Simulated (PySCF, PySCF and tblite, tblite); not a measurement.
# CH₁₀As₂Si₂: a path driven as pyramidal inversion, and NMR exchange, part 2 of 2

PySCF and tblite. Atoms count from 0. The steps go on from the part before.

## Step 9: Shieldings, end: PBE/pcSseg-1

Job settings and geometry (Å):

```
{"job": {"kind": "nmr", "xc": "PBE", "basis": "pcSseg-1", "pop": false}, "charge": 0, "multiplicity": 1}
Si    -1.657797    -0.970967    -0.514811
C     -0.758053     0.312644     0.553284
As    -0.568069     2.076137    -0.339398
Si     0.977225    -0.241631     1.126037
As     2.347549    -0.639661    -0.706875
H     -2.977697    -0.452211    -0.899162
H     -0.854523    -1.235426    -1.720024
H     -1.826592    -2.213330     0.249576
H     -1.344417     0.495732     1.460483
H      0.028998     1.510500    -1.607347
H     -1.926583     2.066992    -1.005351
H      0.820860    -1.473312     1.928322
H      1.481474     0.787430     2.063873
H      2.699136     0.817215    -0.837040
H      3.547594    -0.831830     0.176591
```

The program printed:

```text
coarse grid: 57392 points
cycle   1  E = -5093.2283433206  dE = -1.555e+00  |g| = 1.259e+00  |ddm| = 3.723e+00
cycle   2  E = -5093.0647087684  dE =  1.636e-01  |g| = 1.307e+00  |ddm| = 1.429e+00
cycle   3  E = -5093.2459912577  dE = -1.813e-01  |g| = 5.380e-01  |ddm| = 1.522e+00
cycle   4  E = -5093.3248720212  dE = -7.888e-02  |g| = 1.028e-01  |ddm| = 6.506e-01
cycle   5  E = -5093.3263743916  dE = -1.502e-03  |g| = 2.962e-02  |ddm| = 1.309e-01
cycle   6  E = -5093.3265964270  dE = -2.220e-04  |g| = 7.746e-03  |ddm| = 5.235e-02
cycle   7  E = -5093.3266154987  dE = -1.907e-05  |g| = 1.802e-03  |ddm| = 1.276e-02
cycle   8  E = -5093.3266164174  dE = -9.188e-07  |g| = 4.265e-04  |ddm| = 3.309e-03
final grid: 114928 points
cycle   9  E = -5093.3265787725  dE = -1.274e-07  |g| = 6.659e-04  |ddm| = 4.388e-03
cycle  10  E = -5093.3265785918  dE =  1.807e-07  |g| = 1.070e-03  |ddm| = 2.679e-03
cycle  11  E = -5093.3265789140  dE = -3.222e-07  |g| = 9.706e-05  |ddm| = 1.601e-03
cycle  12  E = -5093.3265789166  dE = -2.621e-09  |g| = 3.473e-05  |ddm| = 1.609e-04
cycle  13  E = -5093.3265789169  dE = -3.183e-10  |g| = 8.107e-06  |ddm| = 4.450e-05
converged SCF energy = -5093.3265789169

GIAO shielding tensors (ppm)
atom      isotropic    diamagn.    paramagn.     s11        s22        s33       span
  0 Si     390.673     880.955    -490.282    338.130    369.498    464.390    126.259
  1 C      189.849     256.414     -66.564    166.646    192.963    209.939     43.293
  2 As    1591.370    2875.281   -1283.911   1398.855   1490.316   1884.938    486.083
  3 Si     372.541     880.724    -508.183    323.776    366.958    426.888    103.112
  4 As    1976.656    2877.401    -900.746   1855.222   1927.667   2147.078    291.856
  5 H       27.394      29.610      -2.216     23.376     25.588     33.219      9.843
  6 H       27.206      29.709      -2.503     23.178     27.689     30.753      7.575
  7 H       26.945      29.266      -2.321     22.654     24.480     33.700     11.046
  8 H       31.445      31.616      -0.171     25.883     27.697     40.754     14.871
  9 H       28.512      30.596      -2.084     21.505     27.303     36.728     15.223
 10 H       28.064      29.744      -1.680     20.658     24.325     39.208     18.550
 11 H       26.697      29.236      -2.539     22.349     25.002     32.741     10.393
 12 H       26.338      28.991      -2.653     21.797     24.857     32.359     10.562
 13 H       29.751      29.558       0.193     21.244     26.705     41.305     20.060
 14 H       30.031      28.528       1.503     22.677     23.691     43.723     21.046
```

Wall time 36 s (1 thread of Arm Neoverse V2, shared host); peak memory 0.78 GiB.

This run: HOMO -6.30 eV, LUMO -1.13 eV; dipole 0.43 D.

## Step 10: The path in numbers

Job settings and geometry (Å):

```
{"job": {"smiles": "[SiH3]C([AsH2])[SiH2][AsH2]", "charge": 0, "mult": 1, "motion": "inversion", "what": "arsenic", "atoms": [2], "drives": [{"terms": [["t", [10, 1, 9, 2], 0.3333333333333333], ["t", [1, 9, 10, 2], 0.3333333333333333], ["t", [9, 10, 1, 2], 0.3333333333333333]], "neg": true, "n": 8}], "study": "path", "level": {"kind": "nmr", "xc": "PBE", "basis": "pcSseg-1"}, "fields": [500, 600, 900], "first": 0, "seed": 528, "kind": "path"}, "charge": 0, "multiplicity": 1}
Si    -1.628992    -1.116218    -0.519662
C     -0.700472     0.297167     0.340380
As    -0.421065     1.772945    -0.964846
Si     0.987222    -0.225818     1.055187
As     2.318217    -1.153346    -0.609870
H     -2.905692    -0.619898    -1.054905
H     -0.799728    -1.619196    -1.630338
H     -1.889055    -2.196241     0.440293
H     -1.312354     0.678548     1.161656
H     -0.066348     2.798414     0.090381
H     -1.850389     2.259082    -0.906565
H      0.753386    -1.212633     2.131198
H      1.572148     0.959561     1.722993
H      2.355547     0.141632    -1.377068
H      3.583162    -0.756011     0.099254
```

The program printed:

```text
stationary points (kcal/mol above the start)
  n  kind          group   xTB      DFT    lowest mode
  0  minimum      C1       0.00     0.00      21.5
  1  saddle       C1      61.49    43.02   -1647.0
  2  minimum      C1      -0.75    -0.90      25.2

GFN2-xTB energies: T/K, barrier G, reaction G (kcal/mol), k forward, k back (1/s)
 150.00    60.87    -0.50   6.34e-77    1.2e-77
 200.00    60.92    -0.46   1.12e-54    3.5e-55
 250.00    60.97    -0.43   2.63e-41   1.11e-41
 298.15    61.01    -0.40   1.18e-32   6.04e-33
 350.00    61.06    -0.37   5.48e-26   3.24e-26
 400.00    61.10    -0.33   3.44e-21   2.26e-21
 500.00    61.21    -0.28   1.84e-14    1.4e-14

PBE/pcSseg-1 + D3(BJ) energies: T/K, barrier G, reaction G (kcal/mol), k forward, k back (1/s)
 150.00    42.41    -0.64   5.14e-50   6.02e-51
 200.00    42.45    -0.61    1.7e-34    3.7e-35
 250.00    42.50    -0.57   3.68e-25   1.16e-25
 298.15    42.54    -0.54   4.08e-19   1.63e-19
 350.00    42.59    -0.51   1.87e-14   8.98e-15
 400.00    42.63    -0.48   4.24e-11   2.32e-11
 500.00    42.74    -0.42   2.18e-06   1.43e-06
```

Run time: 2.4 min. Hardware: 1 thread of Arm Neoverse V2, shared host; peak memory 0.78 GiB. This counts the whole study up to here.

Barriers by level (kcal/mol; entropies in cal/(mol K)). Zero-point and thermal terms come from xTB in every row. ΔG‡ leaves symmetry out; the rate counts one path; effective ΔG‡, where given, is the barrier that would give that rate by Eyring's equation alone:

| level | ΔE‡ | with zero-point | ΔH‡ | ΔS‡ | ΔG‡ (298 K) | ΔE of reaction | k at 298 K (1/s) | effective ΔG‡ |
| --- | --- | --- | --- | --- | --- | --- | --- | --- |
| GFN2-xTB | 61.49 | 60.78 | 60.75 | -0.9 | 61.01 | -0.75 | 1.2e-32 | 61.01 |
| PBE/pcSseg-1 + D3(BJ) | 43.02 | 42.31 | 42.28 | -0.9 | 42.54 | -0.90 | 4.1e-19 | 42.54 |

Sites that the driver pairs across this motion, and where their lines would merge (no couplings; faster rotations or exchange between molecules can average them sooner):

| nucleus | sites: shielding (ppm) | proton frequency (MHz) | spread (Hz) | coalescence (K) | lines at 298 K |
| --- | --- | --- | --- | --- | --- |
| 29Si | Si0: 403.1; Si0 (end): 390.7 | 900 | 2230 | above 800 | – |
| 1H | H8: 30.08; H8 (end): 31.45 | 900 | 1232 | above 800 | – |
| 1H | H9: 27.93; H9 (end): 28.51 | 900 | 521 | above 800 | – |
| 29Si | Si3: 370.4; Si3 (end): 372.5 | 900 | 389 | above 800 | – |
| 1H | H13: 29.35; H13 (end): 29.75 | 900 | 364 | above 800 | – |
| 1H | H5, H6, H7: 27.39; H5, H6, H7 (end): 27.18 | 900 | 190 | above 800 | – |
| 1H | H12: 26.51; H12 (end): 26.34 | 900 | 158 | above 800 | – |
| 1H | H10: 27.96; H10 (end): 28.06 | 900 | 96 | above 800 | – |

Rows that set an atom against itself at the end compare its shielding in the two forms.

## Step 11: Results

What follows sums up all 2 parts.

| quantity | value |
| --- | --- |
| barrier (PBE/pcSseg-1 + D3(BJ)) | ΔE‡ 43.0, ΔG‡(298 K) 42.5 kcal/mol |
| barrier (GFN2-xTB) | ΔE‡ 61.5 kcal/mol |
| rate at 298 K | 4.1e-19 s⁻¹ |
| end of the path | -0.9 kcal/mol from the start |

What this shows: The barrier is 43.0 kcal/mol at the DFT level (xTB: 61.5); with thermal terms and the count of paths the DFT value gives a rate of 4.1e-19 s⁻¹ at 298 K. An error of 1.4 kcal/mol changes that rate tenfold. It was not proven that each saddle links the two ends. The moving atom is hydrogen and the barrier is narrow, so tunnelling, which is left out, should speed the exchange.
